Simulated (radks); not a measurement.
# Pb³⁺ in [Xe] 4f14 5d9.5 6s1 7s0.5: an all-electron calculation

An exercise on one series of results from a longer session: the logs are not shown, and one member is left open.

Program: radks (a radial shooting solver on a logarithmic mesh, Libxc functionals) version 1. Level of theory: scalar-relativistic Kohn-Sham, PBE, spin-unpolarised, spherical densities, finite nucleus. These are calculated values, not measurements, unless marked.

### The atom as given

- element: lead (Z = 82)
- charge: +3
- electrons: 79
- configuration: [Xe] 4f14 5d9.5 6s1 7s0.5
- nuclear rms radius: 5.5012 fm

Set-up of the first run:

Input:

```text
Z 82
configuration [Xe] 4f14 5d9.5 6s1 7s0.5 6p0 6d0
relativity scalar-relativistic
functional pbe,pbe
spin unpolarised
nucleus finite rms 5.5012 fm
c 137.035999084
```

One of the session's tables, all rows but one given; the rest of the session is left out.

It belongs to the step «Orbitals and density». Radial moments (bohr):

```
level      <r>  outermost maximum (interpolated)  90 % within  nodes
   1s  0.01606                           0.00985       0.0294      0
   2s  0.06762                            0.0572        0.105      1
   2p  0.06144                            0.0476        0.100      0
   3s   0.1746                             0.161        0.256      2
   3p   0.1765                             0.161        0.264      1
   3d   0.1599                             0.131        0.248      0
   4s   0.3843                             0.362        0.550      3
   4p   0.4099                             0.382        0.594      2
   4d   0.4309                             0.388        0.641      1
   5s   0.8525                             0.789         1.21      4
   4f   0.4536                             0.350        0.720      0
   5p   0.9730                             0.881         1.40      3
   5d    1.259                              1.06         1.88      2
   6s    2.053                              1.85         2.93      5
   6p    2.522                              2.25         3.63      4
   7s        ?                                 ?            ?      ?
   6d    3.682                              3.30         5.30      3
```

**Question.** Estimate the row for 7s.

**Answer.** <r>: 4.327; outermost maximum (interpolated): 4.18; 90 % within: 6.03; nodes: 6. In the column «<r>» it is the highest.
